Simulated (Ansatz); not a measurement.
# CH4InS radical: up Jacob's ladder to CCSD(T)

Aim: compute CH4InS radical with functionals from several rungs and with coupled cluster, and see how far each lands from CCSD(T) at the basis-set limit for the atomisation energy.

Computed with Ansatz 0.2.0, Gaussian basis. Level: functionals in def2-TZVPP, the program's frozen cores in correlated methods.

The runs, in order: LDA (SPW92), PBE-D4, revPBE-D4, BLYP-D4, r2SCAN-D4, B97M-V, PBE0-D4, B3LYP-D4, r2SCANh-D4, r2SCAN0-D4, HSE06-D4, BHLYP-D4, CAM-B3LYP-D4, LC-ωPBE, ωB97X-V, ωB97M-V, B2PLYP, PBE-QIDH; CCSD(T)/def2-SVP; CCSD(T)/def2-TZVPP; MP2/def2-QZVPP; extrapolation to the limit; RPA on PBE.

### 1 The geometry

An earlier PBE0-D4 in a triple-zeta def2 set relaxation fixed the geometry. In takes the def2 core potential; no spin-orbit term is included.

SMILES `[CH3][In][SH]`, 7 atoms, charge 0, spin multiplicity 2.

Atoms are counted from 1 here; the program's logs count them from 0.

Bond lengths: C1–In2 2.200 Å, C1–H4 1.091 Å, C1–H5 1.091 Å, C1–H6 1.088 Å, In2–S3 2.440 Å, S3–H7 1.345 Å. Angles: In2–C1–H4 107.4°, In2–C1–H5 107.4°, In2–C1–H6 111.0°, H4–C1–H5 110.0°, H4–C1–H6 110.5°, H5–C1–H6 110.5°, C1–In2–S3 115.6°, In2–S3–H7 92.5°.

### 2 LDA

This LDA is Slater exchange with PW92 correlation.

in.yaml

```yaml
crystal:
  periodic: [false, false, false]
  atoms:
    - {symbol: C, position_ang: [-0.838399, 0.714357, -0.384994]}
    - {symbol: In, position_ang: [0.075628, -0.066333, 1.457293]}
    - {symbol: S, position_ang: [1.913164, -1.639396, 1.139586]}
    - {symbol: H, position_ang: [-1.220120, -0.139516, -0.947436]}
    - {symbol: H, position_ang: [-0.052076, 1.214511, -0.953058]}
    - {symbol: H, position_ang: [-1.643311, 1.409796, -0.156348]}
    - {symbol: H, position_ang: [1.826415, -1.561419, -0.200743]}
basis:
  gaussian: {orbitals: def2-TZVPP}
magnetization: {spin_polarized: true, initial_magnetization: 1}
hamiltonian: {xc: lda}
output: {orbitals: {seedname: orbitals}}
```

Further steps of the session: PBE-D4 (GGA); revPBE-D4 (GGA); BLYP-D4 (GGA); r2SCAN-D4 (meta-GGA); B97M-V (meta-GGA); PBE0-D4 (hybrid); B3LYP-D4 (hybrid); r2SCANh-D4 (hybrid); r2SCAN0-D4 (hybrid); HSE06-D4 (hybrid); BHLYP-D4 (hybrid); CAM-B3LYP-D4 (range-separated); LC-ωPBE-D4 (range-separated); ωB97X-V (range-separated); ωB97M-V (range-separated); B2PLYP (double hybrid); PBE-QIDH (double hybrid); CCSD(T) in def2-SVP; CCSD(T) in def2-TZVPP; MP2 in def2-QZVPP; RPA on PBE orbitals.

Q: Predict the results of all the runs planned. Wanted: atomisation energy, CCSD(T)/CBS; farthest beyond LDA; mean size of error, GGA; mean size of error, meta-GGA; mean size of error, hybrid; mean size of error, range-separated; mean size of error, double hybrid; gap, smallest and largest; T1 diagnostic.

As calculated:

```
                               quantity                                                                                                                      value
        atomisation energy, CCSD(T)/CBS                                                                                                              2082.1 kJ/mol
 functionals within 20.8 kJ/mol (1.0 %)  r2SCAN-D4, B97M-V, PBE0-D4, B3LYP-D4, r2SCANh-D4, r2SCAN0-D4, HSE06-D4, CAM-B3LYP-D4, LC-ωPBE, ωB97X-V, ωB97M-V, PBE-QIDH
                    farthest beyond LDA                                                                                                    BHLYP-D4 (-56.9 kJ/mol)
                mean size of error, GGA                                                                                                                23.8 kJ/mol
           mean size of error, meta-GGA                                                                                                                12.7 kJ/mol
             mean size of error, hybrid                                                                                                                14.2 kJ/mol
    mean size of error, range-separated                                                                                                                 9.4 kJ/mol
      mean size of error, double hybrid                                                                                                                26.2 kJ/mol
              gap, smallest and largest                                                                                   0.70 eV (LDA (SPW92)), 7.33 eV (LC-ωPBE)
                          T1 diagnostic                                                                                                                     0.0165
triples share of the correlation energy                                                                                                                      3.7 %
```

In words: LDA overbinds by 284.8 kJ/mol (14 %). PBE-D4 misses by +25.5 kJ/mol. Double hybrids carry the basis error of their MP2 part in triple zeta, and no dispersion term here, so their miss is partly the set-up's. The rungs range-separated, meta-GGA, hybrid miss on average by less than the doubt on the reference (20.8 kJ/mol), so they tie. Misses under about 20.8 kJ/mol are within the doubt on the reference itself, which lacks core-valence correlation, spin-orbit coupling and higher excitations, and its outer-core shells are covered unevenly. All levels share the lack of spin-orbit coupling, which lowers the free heavy atoms and so the true binding. Hartree-Fock recovers 73 % of the binding; the rest is correlation. CCSD(T) in def2-SVP is off by -138.0 kJ/mol, more than most functionals: a good method in a small basis is no reference. The gap grows from 0.7 to 7.3 eV across the functionals, mostly with the share of exact exchange. Correlated methods include outer-core shells of In, which these sets cover unevenly.
